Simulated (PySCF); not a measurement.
# CH4AlFS (SMILES F[CH2][AlH][SH]): a chain of runs

We compute a structure relaxation (HF/DZVP2), then the harmonic vibrations, then a single-point energy (CCSD(T)/6-31G), then ionisation energies (EOM-CCSD/ANO-R1) of CH4AlFS. Input form: a Python script.

The calculation is run with PySCF 2.14.0.

### Step 1. The molecule

The species is CH4AlFS (8 atoms), meant as a singlet with charge 0. SMILES: `F[CH2][AlH][SH]`. The shape comes from a force field and isn't a relaxed structure. This is one conformer, not always the lowest. The run starts from this shape.

Bond lengths: F1–C2 1.321 Å, C2–Al3 1.984 Å, Al3–S4 2.187 Å, C2–H5 1.091 Å, C2–H6 1.122 Å, Al3–H7 1.642 Å, S4–H8 1.425 Å. Angles: F1–C2–Al3 107.3°, C2–Al3–S4 121.8°, F1–C2–H5 110.7°, F1–C2–H6 109.3°, Al3–C2–H5 109.6°, Al3–C2–H6 110.8°, C2–Al3–H7 118.7°, S4–Al3–H7 119.4°, Al3–S4–H8 91.5°, H5–C2–H6 109.1°.

### Step 2. A geometry optimisation at HF/DZVP2 (density fitting with aug-cc-pvtz-jkfit) (run 1)

The input, input.py:

```python
# F[CH2][AlH][SH]
from pyscf import gto
from pyscf.geomopt.geometric_solver import kernel as optimise

system = gto.M(
    atom='''
F   -0.850700   1.616400  -0.466000
C    0.191700   1.240900   0.253500
Al   0.463000  -0.698300  -0.068200
S   -1.054600  -2.179800   0.467400
H    0.010300   1.414100   1.315600
H    1.092900   1.827800  -0.066000
H    1.902400  -1.203700  -0.674800
H   -1.663000  -2.074400  -0.817200
''',
    max_memory=1860,
    spin=0,
    verbose=3,
    basis='dzvp2',
)

mf = system.RHF()
mf = mf.density_fit(auxbasis='aug-cc-pvtz-jkfit')
converged, mol_eq = optimise(mf, maxsteps=100, convergence_set='GAU_TIGHT')
print('converged:', converged)
print(mol_eq.tostring())

mf.reset(mol_eq)
system = mol_eq
mf.kernel()
e_final = mf.e_tot
print('E(%s) = %.9f' % ('HF', e_final))
```

Launch:

```bash
$ OMP_NUM_THREADS=1 python input.py
```

The log of the run:

```text
convergence_set           GAU_TIGHT
maxiter                   100
----------------------------------------------------------
Custom engine selected.
Bonds will be generated from interatomic distances less than 1.20 times sum of covalent radii
24 internal coordinates being used (instead of 24 Cartesians)
Internal coordinate system (atoms numbered from 1):
Distance 1-2
Distance 2-3
Distance 2-5
Distance 2-6
Distance 3-4
Distance 3-7
Distance 4-8
Angle 1-2-3
Angle 1-2-5
Angle 1-2-6
Angle 3-2-5
Angle 3-2-6
Angle 5-2-6
Angle 2-3-7
Angle 4-3-7
Angle 3-4-8
Out-of-Plane 3-2-4-7
Dihedral 1-2-3-4
Dihedral 1-2-3-7
Dihedral 5-2-3-4
Dihedral 5-2-3-7
Dihedral 6-2-3-4
Dihedral 6-2-3-7
Dihedral 2-3-4-8
Dihedral 7-3-4-8
Translation-X 1-8
Translation-Y 1-8
Translation-Z 1-8
Rotation-A 1-8
Rotation-B 1-8
Rotation-C 1-8
> ===== Optimization Info: ====
> Job type: Energy minimization
[... 2 lines left out ...]
> Convergence Criteria:
[... 19 lines left out ...]
converged SCF energy = -779.064845584627
[... 41 lines left out ...]
converged SCF energy = -779.076596027721
[... 62 lines left out ...]
converged SCF energy = -779.081120767096
[... 62 lines left out ...]
converged SCF energy = -779.086996751513
[... 62 lines left out ...]
converged SCF energy = -779.087688484066
[... 62 lines left out ...]
converged SCF energy = -779.08854650745
[... 62 lines left out ...]
converged SCF energy = -779.08916683438
[... 62 lines left out ...]
converged SCF energy = -779.089174838904
[... 62 lines left out ...]
converged SCF energy = -779.089174843435
[... 53 lines left out ...]
Converged! =D
[... 1 line left out ...]
converged: True
F          -1.20261061        1.30572643        0.01355868
C           0.17107654        1.12097105        0.16631507
Al          0.66582016       -0.79711483       -0.02915784
[... 4 lines of this table left out ...]
H          -1.90766248       -1.40406683       -0.44434712
converged SCF energy = -779.089174843504
E(HF) = -779.089174844
```

Wall time 3.1 min (1 thread of Intel Xeon at 2.50GHz (Skylake/Cascade Lake), shared host); peak memory 0.23 GiB.

Step by step:

| step | energy from the first frame kept (eV) | largest force (eV/Å) |
| --- | --- | --- |
| 0 | 0.0000 | 3.7073 |
| 2 | -0.3197 | 0.3567 |
| 4 | -0.3920 | 1.9780 |
| 6 | -0.3875 | 1.5842 |
| 8 | -0.6028 | 0.5789 |
| 10 | -0.6180 | 0.0827 |
| 12 | -0.6260 | 0.1431 |
| 14 | -0.6449 | 0.1918 |
| 16 | -0.6612 | 0.0927 |
| 18 | -0.6620 | 0.0142 |
| 20 | -0.6620 | 0.0007 |
| 22 | -0.6620 | 0.0001 |
| 24 | -0.6620 | 0.0000 |
| 25 | -0.6620 | 0.0000 |

After the run. Bond lengths: F1–C2 1.394 Å, C2–Al3 1.990 Å, Al3–S4 2.187 Å, C2–H5 1.086 Å, C2–H6 1.086 Å, Al3–H7 1.575 Å, S4–H8 1.330 Å. Angles: F1–C2–Al3 111.2°, C2–Al3–S4 119.3°, F1–C2–H5 107.2°, F1–C2–H6 107.2°, Al3–C2–H5 112.3°, Al3–C2–H6 112.3°, C2–Al3–H7 121.5°, S4–Al3–H7 119.1°, Al3–S4–H8 96.0°, H5–C2–H6 106.4°.

### Step 3. Vibrational wavenumbers at HF/DZVP2 (density fitting with aug-cc-pvtz-jkfit) (run 2)

The input, job.py:

```python
import numpy
from pyscf import gto, symm
from pyscf.hessian import thermo

molecule = gto.M(
    atom='''
F       -0.880748       1.895257       0.142459
C        0.492940       1.710502       0.295215
Al       0.987683      -0.207584       0.099742
S       -0.577015      -1.681465      -0.302183
H        0.763824       2.108059       1.268412
H        0.984948       2.339247      -0.440466
H        2.481077      -0.690226       0.227725
H       -1.585799      -0.814536      -0.315447
''',
    basis='dzvp2',
    verbose=3,
    max_memory=1860,
)

myscf = molecule.RHF()
myscf = myscf.density_fit(auxbasis='aug-cc-pvtz-jkfit')
myscf.kernel()

e_tot = myscf.e_tot
print(f'total energy: {e_tot:.8f} hartree')
hess = myscf.Hessian().kernel()
modes = thermo.harmonic_analysis(molecule, hess)
print('frequencies (1/cm)', numpy.round(modes['freq_wavenumber'], 1))
symm.geom.TOLERANCE = 1e-3  # for the symmetry number
th = thermo.thermo(myscf, modes['freq_au'], 1200, 101325)
thermo.dump_thermo(molecule, th)
```

Launch:

```bash
$ OMP_NUM_THREADS=1 python job.py
```

The log of the run:

```text
converged SCF energy = -779.089174843099
total energy: -779.08917484 hartree
frequencies (1/cm) [  72.6  102.1  303.8  318.9  465.2  491.9  583.5  674.4  704.7  789.8
 1108.3 1349.8 1411.9 1584.7 2039.  2872.3 3211.3 3256.6]
temperature 1200.0000 [K]
pressure 101325.00 [Pa]
Rotational constants [GHz] 7.54349 2.37917 1.82865
Symmetry number 1
Zero-point energy (ZPE) 0.04862 [Eh]   127645.725 [J/mol]
                           tot       elec      trans        rot        vib
Entropy [J/mol/K]       504.086      0.000    194.364    129.016    180.707
Cv [J/mol/K]            146.215      0.000     12.472     12.472    121.272
Cp [J/mol/K]            154.530      0.000     20.786     12.472    121.272
Internal energy [J/mol]                     14966.028  14966.028 224516.453
Internal energy [Eh]   -778.99226  -779.08917
Enthalpy [J/mol]                            24943.380  14966.028 224516.453
Enthalpy [Eh]          -778.98846
Gibbs free energy [J/mol]                  -208293.042 -139852.944   7668.149
Gibbs free energy [Eh] -779.21886
```

Wall time 99 s (1 thread of Intel Xeon at 2.50GHz (Skylake/Cascade Lake), shared host); peak memory 0.69 GiB.

### Step 4. The energy at CCSD(T)/6-31G (sfX2C) (run 3)

The input, input.py:

```python
from pyscf import gto, cc

mol = gto.M(
    atom=[
    ('F', (-1.202611, 1.305726, 0.013559)),
    ('C', (0.171077, 1.120971, 0.166315)),
    ('Al', (0.665820, -0.797115, -0.029158)),
    ('S', (-0.898878, -2.270996, -0.431083)),
    ('H', (0.441958, 1.518525, 1.139533)),
    ('H', (0.663082, 1.749713, -0.569345)),
    ('H', (2.159214, -1.279757, 0.098825)),
    ('H', (-1.907662, -1.404067, -0.444347)),
],
    basis='6-31g',
    spin=0,
    max_memory=1860,
    verbose=3,
    charge=0,
)

mf = mol.RHF()
mf = mf.x2c()
mf.kernel()

mycc = cc.CCSD(mf, frozen=12)
mycc.kernel()
e_t = mycc.ccsd_t()
energy = mycc.e_tot + e_t
print(f'total energy: {energy:.8f} hartree')
mf.analyze()
```

Launch:

```bash
$ OMP_NUM_THREADS=1 python input.py
```

The log of the run:

```text
converged SCF energy = -780.427161474677
E(CCSD) = -780.7534314006466  E_corr = -0.3262699259694665
CCSD(T) correction = -0.00606931810958958
total energy: -780.75950072 hartree
**** MO energy ****
MO #1   energy= -92.2514927730058  occ= 2
MO #2   energy= -58.6620435094532  occ= 2
MO #3   energy= -26.3007989478034  occ= 2
MO #4   energy= -11.3069369049963  occ= 2
MO #5   energy= -9.00985886114463  occ= 2
MO #6   energy= -6.64943283896381  occ= 2
MO #7   energy= -6.6473050296219   occ= 2
MO #8   energy= -6.64493368118279  occ= 2
MO #9   energy= -4.96961694791837  occ= 2
MO #10  energy= -3.26642204483184  occ= 2
MO #11  energy= -3.26577851837342  occ= 2
MO #12  energy= -3.26444043052269  occ= 2
MO #13  energy= -1.58435211800065  occ= 2
MO #14  energy= -0.977992770254607 occ= 2
MO #15  energy= -0.94326048966172  occ= 2
MO #16  energy= -0.6931098121899   occ= 2
MO #17  energy= -0.681194135891446 occ= 2
MO #18  energy= -0.649438065150693 occ= 2
MO #19  energy= -0.581892051480735 occ= 2
MO #20  energy= -0.530700575251827 occ= 2
MO #21  energy= -0.512547809773632 occ= 2
MO #22  energy= -0.443677976770337 occ= 2
MO #23  energy= -0.413651229890736 occ= 2
MO #24  energy= -0.388903684693771 occ= 2
MO #25  energy= 0.0417921922894018 occ= 0
MO #26  energy= 0.100299487629329  occ= 0
MO #27  energy= 0.117791776655878  occ= 0
MO #28  energy= 0.166295690900305  occ= 0
MO #29  energy= 0.210756772387453  occ= 0
MO #30  energy= 0.236020835546621  occ= 0
MO #31  energy= 0.24404062248118   occ= 0
MO #32  energy= 0.299810282244555  occ= 0
MO #33  energy= 0.334706424747459  occ= 0
MO #34  energy= 0.347548176325641  occ= 0
MO #35  energy= 0.405072444945975  occ= 0
MO #36  energy= 0.4404373511726    occ= 0
MO #37  energy= 0.551464156724507  occ= 0
MO #38  energy= 0.574507874139907  occ= 0
MO #39  energy= 0.598136119145998  occ= 0
MO #40  energy= 0.707891217062515  occ= 0
MO #41  energy= 0.801342394424355  occ= 0
MO #42  energy= 0.845728903499839  occ= 0
MO #43  energy= 0.872382838653084  occ= 0
MO #44  energy= 1.10285973123272   occ= 0
MO #45  energy= 1.16553591224764   occ= 0
MO #46  energy= 1.19709859356209   occ= 0
MO #47  energy= 1.23776760372275   occ= 0
MO #48  energy= 1.2716576306097    occ= 0
MO #49  energy= 1.62056018070115   occ= 0
MO #50  energy= 1.63711398031498   occ= 0
MO #51  energy= 1.67537779163922   occ= 0
MO #52  energy= 2.4194019373312    occ= 0
 ** Mulliken atomic charges  **
charge of    0F =     -0.35823
charge of    1C =     -0.18213
charge of    2Al =      0.66358
charge of    3S =     -0.33838
charge of    4H =      0.11849
charge of    5H =      0.11849
charge of    6H =     -0.13006
charge of    7H =      0.10825
Dipole moment(X, Y, Z, Debye):  2.54099,  1.98439,  0.59730
```

Run time: 12 s. Hardware: 1 thread of Intel Xeon at 2.50GHz (Skylake/Cascade Lake), shared host; peak memory 0.15 GiB.

### Step 5. Ionisation energies at EOM-CCSD/ANO-R1 (root kind ip) (run 4)

The input, start.xyz:

```xyz
8
CH4AlFS
F     -1.202611     1.305726     0.013559
C      0.171077     1.120971     0.166315
Al     0.665820    -0.797115    -0.029158
S     -0.898878    -2.270996    -0.431083
H      0.441958     1.518525     1.139533
H      0.663082     1.749713    -0.569345
H      2.159214    -1.279757     0.098825
H     -1.907662    -1.404067    -0.444347
```

The input, calc.py:

```python
# F[CH2][AlH][SH]
import numpy
from pyscf import gto, cc

mol = gto.Mole()
mol.atom = 'start.xyz'
mol.verbose = 3
mol.max_memory = 1860
mol.basis = 'ano-r1'
mol.charge = 0
mol.build()

hf = mol.RHF()
hf.kernel()

mycc = cc.CCSD(hf, frozen=12)
mycc.kernel()
e_final = mycc.e_tot
print('Final energy', e_final)

e, vec = mycc.ipccsd(nroots=4)
roots = numpy.atleast_1d(e) * 27.211386
print('EOM-IP-CCSD roots (eV)')
for i, w in enumerate(roots, 1):
    print('%3d %10.4f' % (i, w))
```

Launch:

```bash
$ OMP_NUM_THREADS=1 python calc.py
```

The log of the run:

```text
converged SCF energy = -778.85653727391
E(CCSD) = -779.4193948986791  E_corr = -0.5628576247688037
Final energy -779.4193948986791
EOM-IP-CCSD roots (eV)
  1     9.8672
  2    10.1975
  3    11.2394
  4    12.5102
```

It took 82 s on 1 thread of Intel Xeon at 2.50GHz (Skylake/Cascade Lake), shared host; peak memory 0.38 GiB.

### Step 6. Summary of results

| quantity | value |
| --- | --- |
| run 1, HF/DZVP2: total energy at the end | -779.08917 Eh |
| run 1, HF/DZVP2: dipole moment | 2.48 D |
| run 1, HF/DZVP2: HOMO energy | -10.52 eV |
| run 1, HF/DZVP2: LUMO energy | 1.22 eV |
| run 1, HF/DZVP2: HOMO–LUMO gap | 11.74 eV |
| run 2, HF/DZVP2: lowest harmonic wavenumber | 73 cm⁻¹ |
| run 2, HF/DZVP2: highest harmonic wavenumber | 3257 cm⁻¹ |
| run 2, HF/DZVP2: zero-point energy | 127.6 kJ/mol |
| run 2, HF/DZVP2: ideal-gas entropy at 1200 K (symmetry number 1 as used) | 120.5 cal/(mol K) |
| run 3, CCSD(T)/6-31G: total energy | -780.75950 Eh |
| run 3, CCSD(T)/6-31G: dipole moment (Hartree–Fock density) | 3.28 D |
| run 3, CCSD(T)/6-31G: HOMO energy (Hartree–Fock orbitals) | -10.58 eV |
| run 3, CCSD(T)/6-31G: LUMO energy (Hartree–Fock orbitals) | 1.14 eV |
| run 3, CCSD(T)/6-31G: HOMO–LUMO gap (Hartree–Fock orbitals) | 11.72 eV |
| run 3, CCSD(T)/6-31G: correlation energy (12 core orbitals frozen) | -332.3 mEh |
| run 3, CCSD(T)/6-31G: (T) correction | -6.07 mEh |
| run 3, CCSD(T)/6-31G: T1 diagnostic | 0.014 |
| run 4, EOM-CCSD/ANO-R1: ground-state or mean-field energy | -779.41939 Eh |
| run 4, EOM-CCSD/ANO-R1: dipole moment (Hartree–Fock density) | 2.12 D |
| run 4, EOM-CCSD/ANO-R1: HOMO energy (Hartree–Fock orbitals) | -10.42 eV |
| run 4, EOM-CCSD/ANO-R1: LUMO energy (Hartree–Fock orbitals) | 1.32 eV |
| run 4, EOM-CCSD/ANO-R1: HOMO–LUMO gap (Hartree–Fock orbitals) | 11.73 eV |
| run 4, EOM-CCSD/ANO-R1: correlation energy (12 core orbitals frozen) | -562.9 mEh |
| run 4, EOM-CCSD/ANO-R1: T1 diagnostic | 0.011 |
| run 4, EOM-CCSD/ANO-R1: first ionisation energy | 9.87 eV |

**Reading.** The optimisation (run 1, HF/DZVP2) took 25 steps and changed the energy by -0.662 eV. Mulliken charges (run 1, HF/DZVP2) run from -0.35 on F1 to +0.65 on Al3; they depend strongly on the basis. All 18 modes (run 2, HF/DZVP2) are real, so the shape is a minimum at this level. The triples (run 3, CCSD(T)/6-31G) make up 1.8 % of the correlation energy. Mulliken charges (run 4, EOM-CCSD/ANO-R1) of the mean-field density run from -0.39 on S4 to +0.82 on Al3. The basis (run 4, EOM-CCSD/ANO-R1) was made for a relativistic Hamiltonian, but the run is non-relativistic.
